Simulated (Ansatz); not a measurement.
# CH₄AlBOS: up Jacob's ladder to CCSD(T)

The task here is to estimate one member of a computed series from the others.

Computed with Ansatz 0.2.0, Gaussian basis. Level: functionals in def2-TZVPP, the program's frozen cores in correlated methods.

Levels to be run: LDA (SPW92), PBE-D4, revPBE-D4, BLYP-D4, r2SCAN-D4, B97M-V, PBE0-D4, B3LYP-D4, r2SCANh-D4, r2SCAN0-D4, HSE06-D4, BHLYP-D4, CAM-B3LYP-D4, LC-ωPBE, ωB97X-V, ωB97M-V, B2PLYP, PBE-QIDH; CCSD(T)/def2-SVP; CCSD(T)/def2-TZVPP; MP2/def2-QZVPP; extrapolation to the limit; RPA on PBE.

### The relaxed structure

All runs share one geometry, relaxed beforehand with PBE0-D4 in a triple-zeta def2 set.

9 atoms, charge 0, spin multiplicity 1.

Atoms are counted from 1 here; the program's logs count them from 0.

Bond lengths: B1–C2 1.550 Å, B1–H6 1.191 Å, B1–H7 1.191 Å, C2–O3 1.268 Å, C2–S4 1.705 Å, O3–Al5 1.885 Å, S4–Al5 2.395 Å, Al5–H8 1.580 Å, Al5–H9 1.580 Å. Angles: C2–B1–H6 118.9°, C2–B1–H7 118.9°, H6–B1–H7 122.1°, B1–C2–O3 128.2°, B1–C2–S4 112.7°, O3–C2–S4 119.1°, C2–O3–Al5 98.2°, C2–S4–Al5 69.9°, O3–Al5–S4 72.8°, O3–Al5–H8 111.4°, O3–Al5–H9 111.4°, S4–Al5–H8 112.2°, S4–Al5–H9 112.2°, H8–Al5–H9 125.1°.

As a file:

```
B    -0.92497    0.69033    1.66298
C    -0.22823    0.14115    0.39154
O    -0.56336   -0.85535   -0.31796
S     1.15181    1.04302   -0.04473
Al    0.81897   -0.75196   -1.59531
H    -1.75283    1.53856    1.54483
H    -0.56431    0.30289    2.73000
H     0.27813   -0.24284   -2.98961
H     1.87329   -1.91200   -1.39895
```

Set-up of the first run:

in.yaml

```yaml
crystal:
  periodic: [false, false, false]
  atoms:
    - {symbol: B, position_ang: [-0.924973, 0.690334, 1.662976]}
    - {symbol: C, position_ang: [-0.228234, 0.141154, 0.391539]}
    - {symbol: O, position_ang: [-0.563360, -0.855353, -0.317960]}
    - {symbol: S, position_ang: [1.151808, 1.043017, -0.044725]}
    - {symbol: Al, position_ang: [0.818973, -0.751962, -1.595307]}
    - {symbol: H, position_ang: [-1.752829, 1.538561, 1.544829]}
    - {symbol: H, position_ang: [-0.564310, 0.302885, 2.730004]}
    - {symbol: H, position_ang: [0.278132, -0.242838, -2.989605]}
    - {symbol: H, position_ang: [1.873294, -1.911998, -1.398950]}
basis:
  gaussian: {orbitals: def2-TZVPP}
hamiltonian: {xc: lda}
output: {orbitals: {seedname: orbitals}}
```

Started as:

```
ansatz run in.yaml --threads 2 --pin off --events-out ev --progress --plain --max-ram 4352MiB
```

Steps of the session up to this table: LDA; PBE-D4 (GGA); revPBE-D4 (GGA); BLYP-D4 (GGA); r2SCAN-D4 (meta-GGA); B97M-V (meta-GGA); B3LYP-D4 (hybrid); r2SCANh-D4 (hybrid); r2SCAN0-D4 (hybrid); HSE06-D4 (hybrid); BHLYP-D4 (hybrid); CAM-B3LYP-D4 (range-separated); LC-ωPBE (range-separated); ωB97X-V (range-separated); ωB97M-V (range-separated); B2PLYP (double hybrid); PBE-QIDH (double hybrid).

One of the session's tables, all rows but one given; the rest of the session is left out.

It belongs to the step «Orbital energies across the functionals». 

| functional | HOMO (eV) | LUMO (eV) | gap (eV) |
| --- | --- | --- | --- |
| LDA (SPW92) | -7.05 | -3.86 | 3.19 |
| PBE-D4 | -6.97 | -3.54 | 3.42 |
| revPBE-D4 | -6.92 | -3.42 | 3.51 |
| BLYP-D4 | -6.83 | -3.37 | 3.46 |
| r2SCAN-D4 | -7.24 | -3.19 | 4.05 |
| B97M-V | -7.31 | -3.32 | 4.00 |
| PBE0-D4 | -8.12 | -2.58 | 5.55 |
| B3LYP-D4 | -7.91 | -2.78 | 5.13 |
| r2SCANh-D4 | -7.67 | -2.86 | 4.81 |
| r2SCAN0-D4 | -8.31 | -2.37 | 5.94 |
| HSE06-D4 | ? | ? | ? |
| BHLYP-D4 | -9.15 | -1.53 | 7.62 |
| CAM-B3LYP-D4 | -9.41 | -1.49 | 7.92 |
| LC-ωPBE | -10.76 | -0.30 | 10.46 |
| ωB97X-V | -10.41 | -0.39 | 10.02 |
| ωB97M-V | -10.24 | -0.65 | 9.59 |

Q: Estimate the row for HSE06-D4 from the others.

**Answer.** HOMO (eV): -7.73; LUMO (eV): -2.96; gap (eV): 4.77. In the column «HOMO (eV)» it lies between B3LYP-D4 (-7.91) and r2SCANh-D4 (-7.67).
